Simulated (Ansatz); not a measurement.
# One shape, several levels: triplet CH2FNSSi

Aim: a comparison of 6 runs (UHF/STO-3G, UB3LYP/6-31G*, UB2PLYP/cc-pVDZ, UPBE/cc-pVDZ, USVWN5/cc-pVDZ, UCCSD/cc-pVDZ) of triplet CH2FNSSi. 

The calculation is run with Ansatz 0.2.0.

111 further runs of the same task are left out: 111 set aside as unsound or not needed. Runs told in other sessions of the task aren't counted.

**1. The structure to begin with**

CH2FNSSi has 7 atoms, charge 0, and is taken as a triplet. SMILES of the parent species: `FC1=N[SiH2]S1`. The coordinates come from a PBE0-D4/def2-TZVP relaxation. That shape belongs to the parent species and isn't relaxed for this state.

Bond lengths: F1–C2 1.316 Å, C2–N3 1.264 Å, N3–Si4 1.755 Å, C2–S5 1.779 Å, Si4–S5 2.172 Å, Si4–H6 1.478 Å, Si4–H7 1.478 Å. Some angles: F1–C2–N3 124.1°, F1–C2–S5 117.1°, N3–C2–S5 118.7°, C2–N3–Si4 91.5°, N3–Si4–S5 83.4°, C2–S5–Si4 66.4°, N3–Si4–H6 115.0°, N3–Si4–H7 115.0°, S5–Si4–H6 114.2°, S5–Si4–H7 114.2°.

**2. A single-point energy at UHF/STO-3G (run 1)**

The input, run.yaml:

```yaml
crystal:
  periodic: [false, false, false]
  atoms:
    - {symbol: F, position_ang: [1.147800, -1.939300, 1.137100]}
    - {symbol: C, position_ang: [0.551100, -0.929900, 0.538600]}
    - {symbol: N, position_ang: [-0.672300, -0.915900, 0.221400]}
    - {symbol: Si, position_ang: [-0.525200, 0.696600, -0.454900]}
    - {symbol: S, position_ang: [1.547900, 0.494500, 0.161700]}
    - {symbol: H, position_ang: [-1.272100, 1.746800, 0.268200]}
    - {symbol: H, position_ang: [-0.716300, 0.779100, -1.917900]}
basis:
  gaussian:
    orbitals: STO-3G
magnetization:
  spin_polarized: true
  initial_magnetization: 2
hamiltonian:
  xc: hf
accuracy: high
output: {orbitals: {seedname: orbitals}}
```

Run with:

```console
ansatz run run.yaml --threads 1 --pin off --max-ram 2610MiB --events-out events.jsonl --progress --plain --runs-dir runs
```

Log:

```text
Warning: RAYON_NUM_THREADS=1 ignored (pool sized by the plan → 1); use --threads N
Functional definition: HF
  name "HF"
  exchange = exact_x
  correlation = 0
734 factors; integrals over basis functions are off by at most 2.1e-8 eV
mean field evaluation 1: about -23640.6063 eV, gradient 2.2e1 eV
mean field evaluation 2: about -23640.8016 eV, gradient 2.2e1 eV
mean field evaluation 4: about -23644.8211 eV, gradient 2.6e0 eV
mean field evaluation 8: about -23645.3665 eV, gradient 1.6e0 eV
mean field evaluation 16: about -23645.6810 eV, gradient 1.5e-5 eV
mean field evaluation 32: about -23645.5134 eV, gradient 4.2e-1 eV
mean field evaluation 64: about -23645.5169 eV, gradient 2.0e-1 eV
mean field evaluation 96: about -23645.0865 eV, gradient 1.7e0 eV
mean field evaluation 128: about -23645.6810 eV, gradient 4.3e-8 eV
mean field -23645.68099125 eV, -868.9627488102 hartree, gradient 6.4e-8 eV, S^2 2.019726; 5 other end points of the search recorded, 0 dependent functions left out
reference -23645.68099125 eV, -868.9627488102 hartree; 28, 26 occupied and 7, 9 virtual orbitals, 734 factors
Total energy: -23645.68099125 eV, -868.9627488102 hartree
```

Wall time 1.6 s (1 thread of Arm Neoverse V2, shared host); peak memory 0.11 GiB.

**3. A single-point energy at UB3LYP/6-31G(d) (Cartesian functions) (run 2)**

The input, molecule.yaml:

```yaml
basis:
  gaussian: {orbitals: "6-31G*"}
crystal:
  periodic: [false, false, false]
  atoms:
    - {symbol: F, position_ang: [1.147800, -1.939300, 1.137100]}
    - {symbol: C, position_ang: [0.551100, -0.929900, 0.538600]}
    - {symbol: "N", position_ang: [-0.672300, -0.915900, 0.221400]}
    - {symbol: Si, position_ang: [-0.525200, 0.696600, -0.454900]}
    - {symbol: S, position_ang: [1.547900, 0.494500, 0.161700]}
    - {symbol: H, position_ang: [-1.272100, 1.746800, 0.268200]}
    - {symbol: H, position_ang: [-0.716300, 0.779100, -1.917900]}
total_charge: 0
magnetization: {spin_polarized: true, initial_magnetization: 2}
hamiltonian: {xc: {name: B3LYP}}
accuracy: high
output: {orbitals: {seedname: orbitals}}
```

Run with:

```console
ansatz run molecule.yaml --threads 1 --pin off --max-ram 2610MiB --events-out events.jsonl --progress --plain --runs-dir runs
```

Log:

```text
Warning: RAYON_NUM_THREADS=1 ignored (pool sized by the plan → 1); use --threads N
Functional definition: B3LYP
  name "B3LYP"
  parameter a0 = 0.2
  parameter ax = 0.72
  parameter ac = 0.81
  exchange = (1 - a0 - ax)*slater_x + ax*b88_x + a0*exact_x
  correlation = (1 - ac)*vwn_rpa_c + ac*lyp_c
1899 factors; integrals over basis functions are off by at most 3.6e-9 eV
mean field evaluation 1: about -23974.1822 eV, gradient 4.5e1 eV
mean field evaluation 2: about -23877.3132 eV, gradient 1.2e2 eV
mean field evaluation 4: about -23983.1535 eV, gradient 1.2e1 eV
mean field evaluation 8: about -23983.9730 eV, gradient 7.0e-2 eV
mean field evaluation 16: about -23984.1077 eV, gradient 5.2e-4 eV
mean field evaluation 32: about -23984.1077 eV, gradient 2.0e-6 eV
mean field evaluation 64: about -23983.9856 eV, gradient 6.6e-1 eV
mean field -23984.10773000 eV, -881.3997020654 hartree, gradient 9.9e-8 eV, S^2 2.008952; 7 other end points of the search recorded, 0 dependent functions left out
reference -23984.10776582 eV, -881.3997033817 hartree; 28, 26 occupied and 59, 61 virtual orbitals, 1899 factors
Total energy: -23984.10776582 eV, -881.3997033817 hartree
```

Run time: 45 s. Hardware: 1 thread of Arm Neoverse V2, shared host; peak memory 0.45 GiB.

Runs 3 to 5 aren't shown in full; the table further down has their settings and results.

**4. The energy at UCCSD/cc-pVDZ (run 6)**

The input, input.yaml:

```yaml
crystal:
  periodic: [false, false, false]
  atoms:
    - {symbol: F, position_ang: [1.147800, -1.939300, 1.137100]}
    - {symbol: C, position_ang: [0.551100, -0.929900, 0.538600]}
    - {symbol: "N", position_ang: [-0.672300, -0.915900, 0.221400]}
    - {symbol: Si, position_ang: [-0.525200, 0.696600, -0.454900]}
    - {symbol: S, position_ang: [1.547900, 0.494500, 0.161700]}
    - {symbol: H, position_ang: [-1.272100, 1.746800, 0.268200]}
    - {symbol: H, position_ang: [-0.716300, 0.779100, -1.917900]}
basis:
  gaussian:
    orbitals: cc-pVDZ
scf:
  omitted_lower_state_checks: [cluster_reference, increment]
magnetization:
  spin_polarized: true
  initial_magnetization: 2
correlation:
  method: ccsd
  frozen_orbitals: {C: 1, F: 1, H: 0, "N": 1, S: 5, Si: 5}
accuracy: high
```

Run with:

```console
ansatz run input.yaml --threads 1 --pin off --max-ram 2610MiB --events-out events.jsonl --progress --plain --runs-dir runs
```

Log (excerpt; [...] marks lines left out):

```text
Warning: RAYON_NUM_THREADS=1 ignored (pool sized by the plan → 1); use --threads N
[... 2 set-up lines as earlier in the session ...]
[...]
2031 factors; integrals over basis functions are off by at most 3.5e-9 eV
[...]
mean field -23925.06650593 eV, -879.2299771005 hartree, gradient 2.5e-8 eV, S^2 2.034811; 5 other end points of the search recorded, 0 dependent functions left out
13 core orbitals not correlated: weight in the atoms' cores, before any rotation towards them, 1.000 or more for the frozen orbitals, at most 0.000 for the correlated occupied ones
reference -23925.06650593 eV, -879.2299771005 hartree; 15, 13 occupied and 60, 62 virtual orbitals, 2031 factors
second order -17.46919339 eV of doubles, -0.00000000 eV of singles
cycle   1  -18.06080512 eV  change   -5.9e-1 eV  update   1.3e-1
[...]
cycle  39  -18.86222907 eV  change  -6.3e-10 eV  update   2.2e-9
Total energy: -23943.92873500 eV, -879.9231512336 hartree
Checks for a lower state left out: cluster_reference, increment
```

It took 1.8 min on 1 thread of Arm Neoverse V2, shared host; peak memory 0.91 GiB.

**5. Overview of the runs**

```tsv
run	level	Cartesian functions	frozen core orbitals	energy (Eh)	HOMO energy (eV)	⟨S²⟩	wall time
1	UHF/STO-3G	no	–	-868.962749	-4.33	2.020	1.6 s
2	UB3LYP/6-31G* (Cartesian functions)	yes	–	-881.399703	-2.63	2.009	45 s
3	UB2PLYP/cc-pVDZ	no	13	-880.978126	-4.41	2.020	50 s
4	UPBE/cc-pVDZ	no	–	-880.898236	-1.73	2.004	57 s
5	USVWN5/cc-pVDZ	no	–	-877.476632	-1.87	2.003	20 s
6	UCCSD/cc-pVDZ	no	13	-879.923151	–	2.035	1.8 min
```

**6. What came out**

```
                                           quantity          value
                                run 6: total energy  -879.92315 Eh
run 6: correlation energy (13 core orbitals frozen)     -693.2 mEh
           run 6: ⟨S²⟩ of the reference determinant          2.035
                               run 6: T1 diagnostic          0.040
```

Totals of different functionals can't be ranked against each other. In run 1 the basis is minimal, so the values are rough. All runs together took 4.7 min, the longest 1.8 min.
